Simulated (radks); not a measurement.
**Fractional charge and spin in the 5p shell of erbium**

Aim: the energy as the spin-up occupation of 5p runs from 2 to 3 and the spin-down one from 2 to 3, against the two flat planes that join the four corners. Added charge counts from the emptiest corner (up 2, down 2).

The numbers are computed with radks (a radial shooting solver on a logarithmic mesh, Libxc functionals) version 1 (scalar-relativistic Kohn-Sham, BLYP, spin-polarised, spherical densities, point nucleus), except any that are marked as measured or tabulated.

## Step 1: The system

```
element       : erbium (Z = 68)
configuration : [Kr] 4d10 4f(up 5.5, down 5.5) 5s2 5p(up 3, down 3)
```

A shell typed twice in an input gives spin up, then spin down.

## Step 2: 5p: up 3, down 3

Input:

```text
Z 68
configuration [Kr] 4d10 4f5.5 4f5.5 5s2 5p3 5p3
relativity scalar-relativistic
functional b88,lyp
spin polarised
nucleus point
c 137.035999084
```

## Step 3: 5p: up 3, down 2.75

Input:

```text
Z 68
configuration [Kr] 4d10 4f5.5 4f5.5 5s2 5p3 5p2.75
relativity scalar-relativistic
functional b88,lyp
spin polarised
nucleus point
c 137.035999084
```

## Step 4: 5p: up 3, down 2.5

Input:

```text
Z 68
configuration [Kr] 4d10 4f5.5 4f5.5 5s2 5p3 5p2.5
relativity scalar-relativistic
functional b88,lyp
spin polarised
nucleus point
c 137.035999084
```

## Step 5: 5p: up 3, down 2.25

Input:

```text
Z 68
configuration [Kr] 4d10 4f5.5 4f5.5 5s2 5p3 5p2.25
relativity scalar-relativistic
functional b88,lyp
spin polarised
nucleus point
c 137.035999084
```

## Step 6: 5p: up 3, down 2

Input:

```text
Z 68
configuration [Kr] 4d10 4f5.5 4f5.5 5s2 5p3 5p2
relativity scalar-relativistic
functional b88,lyp
spin polarised
nucleus point
c 137.035999084
```

## Step 7: 5p: up 2.75, down 2.75

Input:

```text
Z 68
configuration [Kr] 4d10 4f5.5 4f5.5 5s2 5p2.75 5p2.75
relativity scalar-relativistic
functional b88,lyp
spin polarised
nucleus point
c 137.035999084
```

## Step 8: 5p: up 2.75, down 2.5

Input:

```text
Z 68
configuration [Kr] 4d10 4f5.5 4f5.5 5s2 5p2.75 5p2.5
relativity scalar-relativistic
functional b88,lyp
spin polarised
nucleus point
c 137.035999084
```

## Step 9: 5p: up 2.75, down 2.25

Input:

```text
Z 68
configuration [Kr] 4d10 4f5.5 4f5.5 5s2 5p2.75 5p2.25
relativity scalar-relativistic
functional b88,lyp
spin polarised
nucleus point
c 137.035999084
```

## Step 10: 5p: up 2.75, down 2

Input:

```text
Z 68
configuration [Kr] 4d10 4f5.5 4f5.5 5s2 5p2.75 5p2
relativity scalar-relativistic
functional b88,lyp
spin polarised
nucleus point
c 137.035999084
```

## Step 11: 5p: up 2.5, down 2.5

Input:

```text
Z 68
configuration [Kr] 4d10 4f5.5 4f5.5 5s2 5p2.5 5p2.5
relativity scalar-relativistic
functional b88,lyp
spin polarised
nucleus point
c 137.035999084
```

## Step 12: 5p: up 2.5, down 2.25

Input:

```text
Z 68
configuration [Kr] 4d10 4f5.5 4f5.5 5s2 5p2.5 5p2.25
relativity scalar-relativistic
functional b88,lyp
spin polarised
nucleus point
c 137.035999084
```

## Step 13: 5p: up 2.5, down 2

Input:

```text
Z 68
configuration [Kr] 4d10 4f5.5 4f5.5 5s2 5p2.5 5p2
relativity scalar-relativistic
functional b88,lyp
spin polarised
nucleus point
c 137.035999084
```

## Step 14: 5p: up 2.25, down 2.25

Input:

```text
Z 68
configuration [Kr] 4d10 4f5.5 4f5.5 5s2 5p2.25 5p2.25
relativity scalar-relativistic
functional b88,lyp
spin polarised
nucleus point
c 137.035999084
```

## Step 15: 5p: up 2.25, down 2

Input:

```text
Z 68
configuration [Kr] 4d10 4f5.5 4f5.5 5s2 5p2.25 5p2
relativity scalar-relativistic
functional b88,lyp
spin polarised
nucleus point
c 137.035999084
```

## Step 16: 5p: up 2, down 2

Input:

```text
Z 68
configuration [Kr] 4d10 4f5.5 4f5.5 5s2 5p2 5p2
relativity scalar-relativistic
functional b88,lyp
spin polarised
nucleus point
c 137.035999084
```

Q: Predict the outcome of this session. Wanted: for each run, down \ up; 2; 2.25; 2.5; 2.75; 3.

As calculated:

```csv
down \ up,2,2.25,2.5,2.75,3
2,0.000,-1.394,-1.853,-1.386,0.000
2.25,-1.394,-1.793,-1.268,0.173,-1.331
2.5,-1.853,-1.268,0.231,-1.218,-1.770
2.75,-1.386,0.173,-1.218,-1.714,-1.323
3,0.000,-1.331,-1.770,-1.323,0.000
```

In words: The table gives the energy in eV minus the planes, whose edge runs along up + down = one added electron; mirror points follow by spin symmetry. With half an added electron in each spin it lies 0.23 eV above the planes. With half an electron added in spin up alone it lies 1.85 eV below them. The planes are only a guide here: the condition holds for ground states with one frontier orbital, and this shell is degenerate.
